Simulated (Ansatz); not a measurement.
Task: a formation energy from the elements of KNa3H4 and its elements, with the Ansatz DFT code, driven from Python. Give the script and its output. Use (first run): PBEsol, PAW, cutoff 435 eV, 4×4×4 k-points, cold smearing of 0.02 eV.

`formation_kna3h4.py`
```python
"""Heat of formation of KNa3H4 at zero temperature, after relaxing cells and atoms."""

from collections import Counter
import warnings

import ansatz
import numpy as np

PHASES = {
    "KNa3H4": (
        [(5.118641, 0.0, 0.0), (0.0, 5.118641, 0.0), (0.0, 0.0, 5.118641)],
        [
            ("K", (0.5, 0.5, 0.5)),
            ("Na", (0.0, 0.0, 0.5)),
            ("Na", (0.0, 0.5, 0.0)),
            ("Na", (0.5, 0.0, 0.0)),
            ("H", (0.0, 0.0, 0.0)),
            ("H", (0.5, 0.5, 0.0)),
            ("H", (0.5, 0.0, 0.5)),
            ("H", (0.0, 0.5, 0.5)),
        ],
    ),
    "K": (
        [(-2.6125, 2.6125, 2.6125), (2.6125, -2.6125, 2.6125), (2.6125, 2.6125, -2.6125)],
        [
            ("K", (0.0, 0.0, 0.0)),
        ],
    ),
    "Na": (
        [(-2.141, 2.141, 2.141), (2.141, -2.141, 2.141), (2.141, 2.141, -2.141)],
        [
            ("Na", (0.0, 0.0, 0.0)),
        ],
    ),
    "H2": (
        [(9.0, 0.0, 0.0), (0.0, 9.5, 0.0), (0.0, 0.0, 10.0)],
        [
            ("H", (0.5, 0.5, 0.4625)),
            ("H", (0.5, 0.5, 0.5375)),
        ],
    ),
}


def build(vectors, sites):
    crystal = ansatz.Crystal(lattice=ansatz.Lattice.of(vectors))
    for symbol, position in sites:
        crystal = crystal.atom(symbol, position)
    return crystal

GASES = {"H2"}


def solve(name, crystal):
    calc = (
        crystal.calculation()
        .mixing("anderson", preconditioner="kerker")
        .basis(16 * ansatz.Ha)
        .functional("pbesol")
        .accuracy("medium")
        .scf(tolerance=1e-08)
        .kpoints(spacing=0.39)
        .occupations("cold", width=0.02)
        .stress()
    )
    if name in GASES:
        return calc.kpoints(1, 1, 1).relax(force_tolerance=0.01, max_steps=40).run()
    calc = calc.relax(force_tolerance=0.01, max_steps=40, cell=True)
    return calc.run()


def counts(outcome):
    return Counter(site.symbol for site in outcome.lattice.sites)

def formation_energy(outcome, mu):
    n = counts(outcome)
    return (outcome.report["energy_sigma0_ev"] - sum(k * mu[element] for element, k in n.items())) / sum(n.values())


def volume_per_atom(outcome):
    return abs(np.linalg.det(outcome.lattice.cell_ang)) / len(outcome.lattice.sites)

warnings.simplefilter("ignore", ansatz.DeckWarning)

phases = {name: build(*cell) for name, cell in PHASES.items()}

done = {}
for name, crystal in phases.items():
    done[name] = solve(name, crystal)
    print(f"{name}: {done[name].report['energy_sigma0_ev']:.4f} eV, {len(done[name].lattice.sites)} atoms")

# energy of one atom in its reference phase
references = {"K": "K", "Na": "Na", "H": "H2"}
mu = {element: done[name].report["energy_sigma0_ev"] / len(done[name].lattice.sites) for element, name in references.items()}

target = done["KNa3H4"]
heat = formation_energy(target, mu)
n = counts(target)
print("cell content:", dict(n), " volume", round(volume_per_atom(target), 3), "A^3/atom")
print("formation energy", round(heat, 4), "eV/atom,", round(heat * sum(n.values()), 4), "eV per cell")
print("bound against the elements" if heat < 0 else "unbound against the elements")
# no correction for the overbinding of the gas molecule is applied
```

Output of `python formation_kna3h4.py`:
```text
KNa3H4: -6007.4490 eV, 8 atoms
K: -1516.0230 eV, 1 atoms
Na: -1475.8272 eV, 1 atoms
H2: -31.2198 eV, 2 atoms
cell content: {<Element.K: 'K'>: 1, <Element.NA: 'Na'>: 3, <Element.H: 'H'>: 4}  volume 16.149 A^3/atom
formation energy -0.1881 eV/atom, -1.5047 eV per cell
bound against the elements
```

Caveats:
- The settings weren't tested for convergence.
- For the metals among these phases the mesh is modest: differences between phases can be off by up to 40 meV an atom.
- The program warned that this SCF threshold is loose for forces or stresses.
- The cells come from databases of deposited and of computed structures, and not all need be stable phases.
- The compound is the structure given, not necessarily its lowest; energies are at zero temperature, with no correction for gases. A semilocal functional's error on such energies is often 0.05 to 0.1 eV an atom, and 0.1 to 0.3 eV against gases such as O2 or F2.
- The script silences the warnings on its input, which a real study should read.
- It ran for 13 s on 1 thread of Arm Neoverse V1, on a shared host, peak memory 0.52 GiB.
